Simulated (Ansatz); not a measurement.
# BClH3NSi: the cost of one run

Method: RKS B3LYP-D4/def2-SVP, in Ansatz 0.2.0.

## Step 1: The structure to begin with

Bond lengths: B1–N2 1.378 Å, N2–Si3 1.602 Å, Si3–Cl4 1.999 Å, B1–H5 1.176 Å, B1–H6 1.175 Å, Si3–H7 1.445 Å. Angles: B1–N2–Si3 174.7°, N2–B1–H5 119.3°, N2–B1–H6 119.6°, H5–B1–H6 121.1°, N2–Si3–Cl4 124.0°, N2–Si3–H7 125.7°, Cl4–Si3–H7 110.3°.

Coordinates:

```xyz
7

B    -0.7533    1.3747    0.2699
N    -0.0440    0.2110    0.0633
Si    0.6683   -1.2131   -0.1139
Cl    1.2442   -1.9625   -1.8750
H    -1.9284    1.3440    0.2497
H    -0.1758    2.3807    0.4539
H     0.9890   -2.1349    0.9520
```

## Step 2: End point A

Input file input.yaml:

```yaml
crystal:
  periodic: [false, false, false]
  atoms:
    - { symbol: B, position_ang: [-0.75335, 1.3747, 0.2699] }
    - { symbol: "N", position_ang: [-0.04395, 0.21097, 0.06331] }
    - { symbol: Si, position_ang: [0.66833, -1.21309, -0.1139] }
    - { symbol: Cl, position_ang: [1.24415, -1.96247, -1.87497] }
    - { symbol: H, position_ang: [-1.92839, 1.34403, 0.24972] }
    - { symbol: H, position_ang: [-0.17581, 2.38074, 0.45393] }
    - { symbol: H, position_ang: [0.98902, -2.13488, 0.95199] }
basis:
  gaussian: { orbitals: def2-SVP }
hamiltonian:
  xc: b3lyp
  dispersion: d4
relax:
  f_tol: 0.02
  max_steps: 50
output:
  orbitals: {}
```

On the command line:

```sh
$ ansatz run input.yaml --threads 1 --pin off --max-ram 2048MiB --backend cpu --events-out ev --progress --plain --runs-dir out
```

**Question.** How long does this run take on 1 thread of an Arm CPU, shared host, and how much memory does it need?

About 23 s, with a peak of 0.15 GiB.
